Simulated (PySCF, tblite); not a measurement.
**C5H7ClFO radical: geometry, infrared bands and EPR parameters**

What infrared bands and EPR parameters should C5H7ClFO radical (`F/C=C/COC[CH]Cl`) show?

Programs: tblite 0.8.0 and PySCF 2.14.0, with density-fitted response routines of our own. Each step states its level of theory. These are calculated values for one molecule in the gas phase, unless marked as measured. Atoms are numbered from 0 throughout.

### Step 1. The starting structure

15 atoms, charge 0, multiplicity 2; geometry from: force field or distance geometry start.

Bonds of the start (Å): F0–C1 1.36, C1–C2 1.32, C2–C3 1.48, C3–O4 1.36, O4–C5 1.35, C5–C6 1.50, C6–Cl7 1.78, C1–H8 1.10, C2–H9 1.10, C3–H10 1.13, C3–H11 1.12, C5–H12 1.13, C5–H13 1.14, C6–H14 1.10.

### Step 2. Relaxing the molecule with GFN2-xTB

What the job is given:

```
{"job": {"kind": "relax", "xc": "GFN2-xTB", "basis": "xTB"}, "charge": 0, "multiplicity": 2}
F     -3.192600    -0.007600     1.170500
C     -2.065100    -0.498100     0.593700
C     -1.493700     0.142300    -0.411300
C     -0.264800    -0.320400    -1.095300
O      0.772900     0.553200    -1.027100
C      1.235900     0.940900     0.179900
C      1.757300    -0.213300     0.989100
Cl     3.487200    -0.445000     0.643500
H     -1.581400    -1.417900     0.954800
H     -1.984000     1.062100    -0.762200
H     -0.539500    -0.442700    -2.184000
H      0.013300    -1.339500    -0.728400
H      0.504900     1.567300     0.777200
H      2.163000     1.571700    -0.017100
H      1.182500    -1.144900     0.894900
```

Started as:

```sh
$ OMP_NUM_THREADS=1 python probes_run.py task.json out
```

This one command runs all jobs of the session in turn.

**Question.** This job is followed by: GFN2-xTB harmonic vibrations, gas phase; UKS B3LYP, pcH-1 on C Cl F H O, non-relativistic, mean-field spin-orbit, GIAO. Predict these results of the whole session: strongest single infrared mode (GFN2-xTB); zero-point energy (GFN2-xTB); g(iso) (B3LYP); ⟨S²⟩; largest a(iso) (averaged by class); potential on the surface of density 0.002 e/bohr³, 1st and 99th percentile.

As calculated:

```
                                                                  quantity                  value
                                 strongest single infrared mode (GFN2-xTB)  1041 cm⁻¹, 126 km/mol
                                              zero-point energy (GFN2-xTB)          67.3 kcal/mol
                                                            g(iso) (B3LYP)                2.00668
                                                                      ⟨S²⟩     0.754 (exact 0.75)
                                        largest a(iso) (averaged by class)   13C on C6, 114.2 MHz
potential on the surface of density 0.002 e/bohr³, 1st and 99th percentile     -1.28 V and 1.41 V
```

The optimisation took 86 steps and gained 0.661 eV; among the close pairs (by a distance rule), C6–Cl7 changed most, from 1.779 to 1.687 Å. All 39 modes are real, so the xTB geometry is a minimum. The strongest single mode, at 1041 cm⁻¹, is carried by O4, C3, C5. Unscaled tight-binding wavenumbers are off by several per cent, some by more. Its intensities can rank the bands wrongly. Most of the unpaired spin sits on C6 (0.92 e). The isotropic g lies 4.4 ppt above the free-electron value. These values are for one conformer; the search (at its own cheap level) found 2 more, at 1.16, 1.37 kcal/mol, and measured spectra average over such forms.
